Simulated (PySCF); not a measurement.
# C₅H₇ClSSi: electronic excitations

Wanted: the electronic excitations of C₅H₇ClSSi (`Cc1ccc([SiH2]Cl)s1`), by calculation.

The runs use PySCF 2.14.0, with density-fitted response routines of our own; the level of theory stands in each step. All values are computed, except where a source is named. Atoms count from 0, in the outputs and in this text.

### 1 The molecule as given

15 atoms, charge 0, multiplicity 1; geometry from: GFN2-xTB.

Bonds of the start (Å): C0–C1 1.49, C1–C2 1.36, C2–C3 1.41, C3–C4 1.36, C4–Si5 1.87, Si5–Cl6 2.01, C4–S7 1.74, S7–C1 1.73, C0–H8 1.09, C0–H9 1.09, C0–H10 1.09, C2–H11 1.08, C3–H12 1.08, Si5–H13 1.46, Si5–H14 1.46.

### 2 Ultraviolet spectrum: PBE0/def2-SVPD

Job settings and geometry (Å):

```
{"job": {"kind": "uv", "xc": "PBE0", "basis": "def2-SVPD", "nstates": 8, "ntriplets": 3}, "charge": 0, "multiplicity": 1}
C     -2.809845     0.188163     0.531905
C     -1.383759     0.052849     0.134380
C     -0.870476    -0.318505    -1.069937
C      0.538975    -0.335784    -1.092608
C      1.114986     0.022020     0.091873
Si     2.919446     0.145087     0.562946
Cl     3.999722    -0.344106    -1.065644
S     -0.115110     0.390395     1.267115
H     -3.454582    -0.174049    -0.265633
H     -3.012178    -0.382594     1.437511
H     -3.054095     1.231441     0.734181
H     -1.481643    -0.572564    -1.918050
H      1.115948    -0.606364    -1.959488
H      3.254725     1.512443     0.956888
H      3.233473    -0.800442     1.632649
```

With the program's defaults for keys left out, this is: TDDFT PBE0/def2-SVPD, vertical, gas phase, core orbitals frozen in the response.

The run is started by

```bash
OMP_NUM_THREADS=1 python probes_run.py task.json out
```

This one command runs all jobs of the session in turn.

Predict these results of the whole session: lowest singlet (PBE0/def2-SVPD); lowest triplet.

**Answer**, as computed:

| quantity | value |
| --- | --- |
| lowest singlet (PBE0/def2-SVPD) | 5.28 eV (235 nm), f = 0.239 |
| lowest triplet | 3.51 eV |

In words: The lowest singlet, at 5.28 eV, is HOMO→LUMO 0.95 and is bright. The lowest triplet lies 1.77 eV below the lowest singlet (triplets in Tamm-Dancoff, singlets in full TDDFT).
